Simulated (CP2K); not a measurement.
Runs of CP2K 2026.2 on HfIn4SiO6. The typed cell holds 12 atoms: a = 5.699 Å, b = 6.149 Å, c = 7.308 Å, α = 98.49°, β = 111.85°, γ = 96.55°. The cell was built by a generator and needn't be a form met in nature.

```csv
task,level,potentials or basis,cell,k mesh,k points reduced by the point group,points a segment of the path (NPOINTS),bands added on the path,CUTOFF of the grids,EXTRAPOLATION,pressure (GPa),largest force (eV/Å)
band structure,LDA,"POTENTIAL_UZH Hf GTH-PBE-q12, In GTH-PBE-q13, Si GTH-PBE-q4, O GTH-PBE-q6; TZVP-MOLOPT-PBE-GTH basis",as given,5 × 5 × 4,yes,8,4,1000 Ry,-,(a),(b)
relaxation of cell and atoms,PBEsol,"POTENTIAL_UZH Hf GTH-PBE-q12, In GTH-PBE-q13, Si GTH-PBE-q4, O GTH-PBE-q6; DZVP-MOLOPT-PBE-GTH basis",relaxed,4 × 4 × 3,-,-,-,600 Ry,USE_PREV_P,0.0,-
band structure,PBEsol,"POTENTIAL_UZH Hf GTH-PBE-q12, In GTH-PBE-q13, Si GTH-PBE-q4, O GTH-PBE-q6; TZVP-MOLOPT-PBE-GTH basis",as given,5 × 5 × 4,yes,8,4,1000 Ry,-,-3.0,0.61
band structure,RPBE,"POTENTIAL_UZH Hf GTH-PBE-q12, In GTH-PBE-q13, Si GTH-PBE-q4, O GTH-PBE-q6; TZVP-MOLOPT-PBE-GTH basis",as given,5 × 5 × 4,yes,8,4,1000 Ry,-,1.4,0.56
```

Alike in all rows: no spin polarisation; smearing fermi-dirac 0.05 eV.

Estimate the missing entries.

(a) -4.5; (b) 0.74.

Caveats: the potentials were made for another functional, which shifts forces and pressure; the basis of atomic orbitals isn't converged, which shifts pressures, moduli and gaps; the forces don't sum to zero, a sign of grid noise (some runs).

Runs at the PBE level aren't shown here.
